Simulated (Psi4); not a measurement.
# C2H4GaN (SMILES N=C=[CH][GaH2]), step by step, part 2 of 2

Psi4 1.11.

## Step 4: The doublet cation: a structure relaxation at UMP2/def2-SVPD (density fitting, density fitting for correlation) (run 3)

Contents of c2h4gan.py:

```python
import psi4

psi4.set_memory(1600000000)
psi4.set_num_threads(1)
psi4.set_output_file('output.dat', False)

molecule = psi4.geometry("""
1 2
N      0.335378     2.090158    -0.864885
C      0.362775     1.131773    -0.094141
C      0.475019     0.021038     0.629730
Ga    -0.381313    -1.602222     0.008158
H     -0.405295     2.787257    -0.797922
H      1.055250     0.084587     1.554650
H     -0.233351    -2.896021     0.858462
H     -1.186684    -1.535660    -1.321844
symmetry c1
""")

psi4.set_options({
    'reference': 'uhf',
    'geom_maxiter': 50,
    'num_frozen_docc': 12,
})

result = psi4.optimize("mp2/def2-SVPD", molecule=molecule)
print(f'total energy {result:.8f} hartree = {result * 27.211386:.5f} eV')
print(molecule.to_string(dtype='xyz', units='Angstrom'))
```

The run is started by

```console
python c2h4gan.py
```

output.dat:

```text
Psi4 1.11 release

gradient() will perform analytic gradient computation.
    For method 'MP2', SCF Algorithm Type (re)set to DISK_DF.

   => Loading Basis Set <=

    Name: DEF2-SVPD
    Role: ORBITAL
    Keyword: BASIS

         ---------------------------------------------------------
                                   SCF
                              UHF Reference
                        1 Threads,   1525 MiB Core
         ---------------------------------------------------------

  ==> Geometry <==

    Molecular point group: c1
    Full point group: C1

    Geometry (in Angstrom), charge = 1, multiplicity = 2:

       Center              X                  Y                   Z               Mass
    ------------   -----------------  -----------------  -----------------  -----------------
         N            0.446305162619     2.711136518049    -0.821391428736    14.003074004430
         C            0.473702162619     1.752751518049    -0.050647428736    12.000000000000
         C            0.585946162619     0.642016518049     0.673223571264    12.000000000000
[... 4 lines of this table left out ...]
         H           -1.075756837381    -0.914681481951    -1.278350428736     1.007825032230

  Running in c1 symmetry.

  Rotational constants: A =      0.76705  B =      0.06851  C =      0.06321 [cm^-1]
  Rotational constants: A =  22995.49744  B =   2053.90977  C =   1894.94413 [MHz]
  Nuclear repulsion =  205.281685488296660

  Charge       = 1
  Multiplicity = 2
  Electrons    = 53
  Nalpha       = 27
  Nbeta        = 26

  ==> Algorithm <==

  SCF Algorithm Type is DISK_DF.
  DIIS enabled.
  MOM disabled.
  Fractional occupation disabled.
  Guess Type is SAD.
  Energy threshold   = 1.00e-10
  Density threshold  = 1.00e-10
  Integral threshold = 1.00e-12

  ==> Primary Basis <==

  Basis Set: DEF2-SVPD
    Blend: DEF2-SVPD
    Number of shells: 54
    Number of basis functions: 130
    Number of Cartesian functions: 140
    Spherical Harmonics?: true
    Max angular momentum: 2

   => Loading Basis Set <=

    Name: (DEF2-SVPD AUX)
    Role: JKFIT
    Keyword: DF_BASIS_SCF

  ==> Integral Setup <==

  ==> DiskDFJK: Density-Fitted J/K Matrices <==

    J tasked:                  Yes
    K tasked:                  Yes
    wK tasked:                  No
    Integrals threads:           1
    Memory [MiB]:             1144
    Algorithm:                Core
    Integral Cache:           SAVE
    Schwarz Cutoff:          1E-12
    Fitting Condition:       1E-10

   => Auxiliary Basis Set <=

  Basis Set: (DEF2-SVPD AUX)
    Blend: DEF2-UNIVERSAL-JKFIT
    Number of shells: 159
    Number of basis functions: 565
    Number of Cartesian functions: 722
    Spherical Harmonics?: true
    Max angular momentum: 5

  Minimum eigenvalue in the overlap matrix is 1.0273395728E-04.
  Reciprocal condition number of the overlap matrix is 1.2595930524E-05.
    Using symmetric orthogonalization.

  ==> Pre-Iterations <==

  SCF Guess: Superposition of Atomic Densities via on-the-fly atomic UHF (no occupation information).

   -------------------------
    Irrep   Nso     Nmo
   -------------------------
     A        130     130
   -------------------------
    Total     130     130
   -------------------------

  ==> Iterations <==

                           Total Energy        Delta E     RMS |[F,P]|

   @DF-UHF iter SAD: -2050.52022726966925   -2.05052e+03   0.00000e+00
   @DF-UHF iter   1: -2053.46589532855205   -2.94567e+00   1.81723e-02 DIIS/ADIIS
   @DF-UHF iter   2: -2051.52533558722826    1.94056e+00   2.99300e-02 DIIS/ADIIS
   @DF-UHF iter   3: -2055.02805044950674   -3.50271e+00   1.46502e-03 DIIS/ADIIS
   @DF-UHF iter   4: -2055.05661431548515   -2.85639e-02   8.49363e-04 DIIS/ADIIS
   @DF-UHF iter   5: -2055.06307482687043   -6.46051e-03   3.03908e-04 DIIS/ADIIS
[... 1 line left out ...]
   @DF-UHF iter   7: -2055.06542410213206   -5.71717e-04   9.04199e-05 DIIS
[... 1 line left out ...]
   @DF-UHF iter   9: -2055.06617637558111   -3.80669e-04   5.94473e-05 DIIS
[... 1 line left out ...]
   @DF-UHF iter  11: -2055.06713690976085   -4.97355e-04   1.98531e-05 DIIS
[... 1 line left out ...]
   @DF-UHF iter  13: -2055.06717682300996   -9.36826e-06   5.97497e-06 DIIS
[... 1 line left out ...]
   @DF-UHF iter  15: -2055.06718097754992   -2.24457e-06   2.77717e-06 DIIS
[... 1 line left out ...]
   @DF-UHF iter  17: -2055.06718223663984   -4.85245e-07   8.14694e-07 DIIS
[... 1 line left out ...]
   @DF-UHF iter  19: -2055.06718230500064   -7.85076e-09   2.19899e-07 DIIS
[... 1 line left out ...]
   @DF-UHF iter  21: -2055.06718231261402   -3.27827e-09   1.42653e-07 DIIS
[... 1 line left out ...]
   @DF-UHF iter  23: -2055.06718232057710   -2.64981e-09   4.70091e-08 DIIS
[... 1 line left out ...]
   @DF-UHF iter  25: -2055.06718232116509   -6.73026e-11   1.09589e-08 DIIS
[... 1 line left out ...]
   @DF-UHF iter  27: -2055.06718232117464   -4.54747e-12   2.87516e-09 DIIS
[... 1 line left out ...]
   @DF-UHF iter  29: -2055.06718232117646   -2.72848e-12   5.05264e-10 DIIS
[... 1 line left out ...]
   @DF-UHF iter  31: -2055.06718232117828   -3.18323e-12   1.94979e-10 DIIS
[... 1 line left out ...]
   @DF-UHF iter  33: -2055.06718232117692   -2.27374e-12   3.75555e-11 DIIS
[... 4 lines left out ...]
   @Spin Contamination Metric:   1.792861946E-01
[... 1 line left out ...]
   @S^2 Observed:                9.292861946E-01
[... 1 line left out ...]
   @S   Observed:                5.000000000E-01
[... 44 lines left out ...]
  @DF-UHF Final Energy: -2055.06718232117692
[... 4 lines left out ...]
    One-Electron Energy =               -3259.5040399756135230
[... 1 line left out ...]
    Total Energy =                      -2055.0671823211769151
[... 24 lines left out ...]
 Dipole Y            :         -4.8332191            7.2794007            2.4461816
[... 42 lines left out ...]
  DIE_IF_NOT_CONVERGED          => (empty)
[... 17 lines left out ...]
    Final Occupation by Irrep:
[... 10 lines left out ...]
    Nuclear Repulsion Energy =            197.9746256650375642
[... 1 line left out ...]
    Two-Electron Energy =                 992.3252034138140516
[... 24 lines left out ...]
 Dipole X            :         -1.7259030            2.2466928            0.5207898
[... 1 line left out ...]
 Dipole Z            :         -0.1402308           -0.0944081           -0.2346389
[... 51 lines left out ...]
  E_CONVERGENCE                 => 1e-08           !
[... 18 lines left out ...]
  MAX_MOGRAD_CONVERGENCE        => (empty)
[... 32 lines left out ...]
  PCG_CONVERGENCE               => (empty)
[... 23 lines left out ...]
  R_CONVERGENCE                 => (empty)
[... 15 lines left out ...]
	Warning: cc_lambda option is changed to TRUE
	For this residual convergence, default PCG convergence is:     1.00e-07
	For this energy convergence, default residual convergence is:     3.16e-07

 ==============================================================================
 ==============================================================================
 ==============================================================================

                       DF-MP2

 ==============================================================================
 ==============================================================================
 ==============================================================================

	MO spaces...

	 FC   AOCC   BOCC  AVIR   BVIR   FV
	------------------------------------------
	 12    15    14   103    104     0
	Reading DF integrals from disk ...
	Number of basis functions in the DF-HF basis: 565
	Number of basis functions in the DF-CC basis: 427

	Minimum required memory for amplitudes:     54.63 MB

	Computing DF-MP2 energy using SCF MOs (Canonical DF-MP2)...
	=======================================================================
	Nuclear Repulsion Energy (a.u.)    :   197.97462566503756
	DF-HF Energy (a.u.)                : -2055.10472318978236
	REF Energy (a.u.)                  : -2055.10472318978236
	Alpha-Alpha Contribution (a.u.)    :    -0.08783831823131
	Alpha-Beta Contribution (a.u.)     :    -0.44094975037516
	Beta-Beta Contribution (a.u.)      :    -0.07721724634842
	Scaled_SS Correlation Energy (a.u.):    -0.05501852152658
	Scaled_OS Correlation Energy (a.u.):    -0.52913970045019
	DF-SCS-MP2 Total Energy (a.u.)     : -2055.68888141175921
	DF-SOS-MP2 Total Energy (a.u.)     : -2055.67795786526995
	DF-SCS(N)-MP2 Total Energy (a.u.)  : -2055.39522098344287
	DF-MP2 Correlation Energy (a.u.)   :    -0.60600531495489
	DF-MP2 Total Energy (a.u.)         : -2055.71072850473729
	=======================================================================

	Computing unrelaxed response density matrices...

	Forming independent-pairs...
	Number of alpha independent-pairs:2781
	Number of beta independent-pairs :2704
	Computing the generalized Fock matrix (GFM)...
	Computing the orbital gradient...
	Forming effective orbital gradient...
	Solving orbital Z-vector equations...

	            PCG Solver
	   ------------------------------
	Iter     RMS Z Vector        RMS Residual
	----    ---------------    ---------------
	  1         6.91e-04         1.56e-03
	  2         1.72e-03         8.86e-04
	  3         1.44e-03         5.74e-04
[... 10 lines of this table left out ...]
	 14         4.89e-08         3.09e-08

	Computing the relaxed PDMs and GFM...

	total time  =         10 seconds =       0.17 minutes

	Forming Gamma^tilde...
	Backtransforming OPDM, TPDM, and GFM to the AO basis...

	total time  =          3 seconds =       0.05 minutes
    Molecular point group: c1
    Full point group: C1

    Geometry (in Bohr), charge = 1, multiplicity = 2:

       Center              X                  Y                   Z
    ------------   -----------------  -----------------  -----------------
         N            0.577993300088     5.448317579856    -1.179429486634
         C            0.945632458665     3.612562668782    -0.064476998624
         C            1.311061920548     1.281466352054     1.135457643056
[... 4 lines of this table left out ...]
         H           -2.332010185280    -1.488484322591    -2.162925118802

  -Total gradient:
     Atom            X                  Y                   Z
    ------   -----------------  -----------------  -----------------
       1        0.001455479170    -0.001680184738    -0.001022553054
       2       -0.001603300828     0.002957370425     0.000221785158
       3        0.000644164215    -0.000775834509     0.000271357162
[... 4 lines of this table left out ...]
       8        0.000135198357     0.000212782165     0.000041542954

    			-----------------------------------------

    			 OPTKING 3.0: for geometry optimizations

    			        with contributions from

    			-----------------------------------------

	                            ===> Fragment 1 <==

	 Z (Atomic Numbers)          Masses                          Geom
	       7.000000            14.003074          0.57799330  5.44831758 -1.17942949
	       6.000000            12.000000          0.94563246  3.61256267 -0.06447700
	       6.000000            12.000000          1.31106192  1.28146635  1.13545764
[... 4 lines of this table left out ...]
	       1.000000             1.007825         -2.33201019 -1.48848432 -2.16292512

	 - Coordinate -           - BOHR/RAD -       - ANG/DEG -
	 R(1,2)           =         2.179053           1.153105
	 R(1,5)           =         1.910640           1.011067
	 R(2,3)           =         2.647148           1.400810
[... 19 lines of this table left out ...]
	 D(5,1,3,6)       =        -1.629502         -93.363566

	        --- Internal Coordinate Step in ANG or DEG, aJ/ANG or AJ/DEG ---
	-------------------------------------------------------------------------------
	           Coordinate      Previous         Force          Change          New
	           ----------      --------        ------          ------        ------
	               R(1,2)       1.15311        0.01261        0.00240       1.15550
	               R(1,5)       1.01107        0.00304       -0.00231       1.00876
	               R(2,3)       1.40081       -0.00915        0.00196       1.40277
[... 19 lines of this table left out ...]
	           D(5,1,3,6)     -93.36357        0.00011        1.25203     -92.11153
	-------------------------------------------------------------------------------

	                                 ==> Convergence Check <==

	Measures of convergence in internal coordinates in au.

	Criteria marked as inactive (o), active & met (*), and active & unmet ( ).

	----------------------------------------------------------------------------------------------
	   Step    Total Energy     Delta E     Max Force     RMS Force      Max Disp      RMS Disp
	----------------------------------------------------------------------------------------------
	  Convergence Criteria     1.00e-06 *    3.00e-04 *             o    1.20e-03 *             o
	----------------------------------------------------------------------------------------------
	     2   -2055.71072850   -1.39e-04      2.99e-03      1.00e-03 o    2.19e-02      7.48e-03 o  ~
	----------------------------------------------------------------------------------------------

Next Geometry in Ang
	Fragment 1 (Ang)

	    N   0.3016103508   2.8876279479  -0.6220911099
	    C   0.5057874661   1.9107350934  -0.0397042533
	    C   0.7029473978   0.6747905876   0.5938111421
[... 4 lines of this table left out ...]
	    H  -1.2293718898  -0.7902716467  -1.1473306464

    Structure for next step:
    Molecular point group: c1
    Full point group: C1

    Geometry (in Angstrom), charge = 1, multiplicity = 2:

    N            0.297754037460     2.888594432041    -0.619412298689
    C            0.501931152775     1.911701577483    -0.037025442112
    C            0.699091084531     0.675757071656     0.596489953355
[... 4 lines of this table left out ...]
    H           -1.233228203116    -0.789305162579    -1.144651835216

PsiException: Could not converge geometry optimization in 50 iterations.

[set-up sections that repeat, and orbital energies of the middle runs, are left out above]
```

On the terminal:

```text
psi4.driver.p4util.exceptions.OptimizationConvergenceError: Could not converge geometry optimization in 50 iterations.
```

Run time: 18 min. Hardware: 1 thread of Intel Xeon Platinum 8259CL at 2.50GHz (Skylake/Cascade Lake), shared host; peak memory 0.83 GiB.

No converged result was reached.

## Step 5: The doublet anion: a single-point energy at UMP2/def2-SVPD (density fitting, density fitting for correlation) (run 4)

Contents of c2h4gan.py:

```python
import psi4

psi4.set_memory('1600 MB')
psi4.set_num_threads(1)
psi4.core.set_output_file('c2h4gan.out', False)

m = psi4.geometry("""
-1 2
N      0.335378     2.090158    -0.864885
C      0.362775     1.131773    -0.094141
C      0.475019     0.021038     0.629730
Ga    -0.381313    -1.602222     0.008158
H     -0.405295     2.787257    -0.797922
H      1.055250     0.084587     1.554650
H     -0.233351    -2.896021     0.858462
H     -1.186684    -1.535660    -1.321844
symmetry c1
""")

options = {'basis': 'def2-SVPD', 'reference': 'uhf', 'num_frozen_docc': 12}
psi4.set_options(options)

e_tot = psi4.energy('mp2', molecule=m)
print(f'total energy {e_tot:.8f} hartree = {e_tot * 27.211386:.5f} eV')
for k, v in sorted(psi4.core.scalar_variables().items()):
    print(f'{k:45s} {v:18.10f}')
```

The run is started by

```console
python c2h4gan.py
```

c2h4gan.out, shortened:

```text
[...]
  Running in c1 symmetry.
[...]
  Nuclear repulsion =  205.281685488296660
[...]
  Multiplicity = 2
[...]
  Nalpha       = 28
  Nbeta        = 27
[...]
    Number of basis functions: 130
[...]
   @DF-UHF iter   1: -2053.43252737092780   -2.91230e+00   1.88239e-02 ADIIS/DIIS
[...]
   @DF-UHF iter  22: -2055.33616697937714   -2.41016e-11   8.53879e-09 DIIS
[...]
   @S^2 Observed:                8.503545171E-01
[...]
  @DF-UHF Final Energy: -2055.33616697937714
   => Energetics <=
    Nuclear Repulsion Energy =            205.2816854882966595
    One-Electron Energy =               -3282.5148938800175529
    Two-Electron Energy =                1021.8970414123438104
    Total Energy =                      -2055.3361669793771398
  UHF NO Occupations:
  HONO-2 :   26  A 1.9946778
  HONO-1 :   27  A 1.9589869
[...]
```

Standard output:

```text
total energy -2056.00602739 hartree = -55946.77363 eV
CURRENT CORRELATION ENERGY                         -0.6698604061
CURRENT ENERGY                                  -2056.0060273855
CURRENT REFERENCE ENERGY                        -2055.3361669794
CUSTOM SCS-MP2 CORRELATION ENERGY                  -0.6411477069
CUSTOM SCS-MP2 TOTAL ENERGY                     -2055.9773146862
DD SOLVATION ENERGY                                 0.0000000000
HF KINETIC ENERGY                                2054.3856614445
HF POTENTIAL ENERGY                             -4109.7218284239
HF TOTAL ENERGY                                 -2055.3361669794
HF VIRIAL RATIO                                     2.0004626714
MP2 CORRELATION ENERGY                             -0.6698604061
MP2 DOUBLES ENERGY                                 -0.6698604061
MP2 OPPOSITE-SPIN CORRELATION ENERGY               -0.4821471979
MP2 SAME-SPIN CORRELATION ENERGY                   -0.1877132083
MP2 SINGLES ENERGY                                 -0.0000000000
MP2 TOTAL ENERGY                                -2056.0060273855
NUCLEAR REPULSION ENERGY                          205.2816854883
ONE-ELECTRON ENERGY                             -3282.5148938800
PCM POLARIZATION ENERGY                             0.0000000000
PE ENERGY                                           0.0000000000
SCF ITERATION ENERGY                            -2055.3361669794
SCF ITERATIONS                                     22.0000000000
SCF TOTAL ENERGY                                -2055.3361669794
SCS-MP2 CORRELATION ENERGY                         -0.6411477069
SCS-MP2 TOTAL ENERGY                            -2055.9773146862
TWO-ELECTRON ENERGY                              1021.8970414123
```

Wall time 6.3 s (1 thread of Intel Xeon Platinum 8259CL at 2.50GHz (Skylake/Cascade Lake), shared host); peak memory 0.27 GiB.

## Step 6: What came out

The summary covers parts 1 to 2.

| quantity | value |
| --- | --- |
| run 1, MP2/def2-SVPD: total energy at the end | -2056.02297 Eh |
| run 1, MP2/def2-SVPD: correlation energy (12 core orbitals frozen) | -660.0 mEh |
| doublet cation, run 2: total energy | -2055.67617 Eh |
| doublet cation, run 2: HOMO energy (Hartree–Fock orbitals) (highest over α and β) | -16.16 eV |
| doublet cation, run 2: LUMO energy (Hartree–Fock orbitals) (lowest over α and β) | -6.61 eV |
| doublet cation, run 2: correlation energy (12 core orbitals frozen) | -609.0 mEh |
| doublet cation, run 2: ⟨S²⟩ of the reference determinant | 0.929 |
| doublet anion: total energy | -2056.00603 Eh |
| doublet anion: HOMO energy (Hartree–Fock orbitals) (highest over α and β) | 0.14 eV |
| doublet anion: LUMO energy (Hartree–Fock orbitals) (lowest over α and β) | 5.15 eV |
| doublet anion: correlation energy (12 core orbitals frozen) | -669.9 mEh |
| doublet anion: ⟨S²⟩ of the reference determinant | 0.850 |
| doublet cation, run 3 | no result (not converged) |

What this shows: The optimisation (run 1, MP2/def2-SVPD) took 6 steps and changed the energy by -0.033 eV. ⟨S²⟩ (doublet cation, run 2) is 0.93 where a pure doublet has 0.75: the reference is spin-contaminated. ⟨S²⟩ (doublet anion) is 0.85 where a pure doublet has 0.75: the reference is spin-contaminated. The HOMO (doublet anion) lies at positive energy, 0.14 eV: the electron is unbound at this level or held by a compact basis; values depend on the basis. 1 of the 4 runs did not end normally.
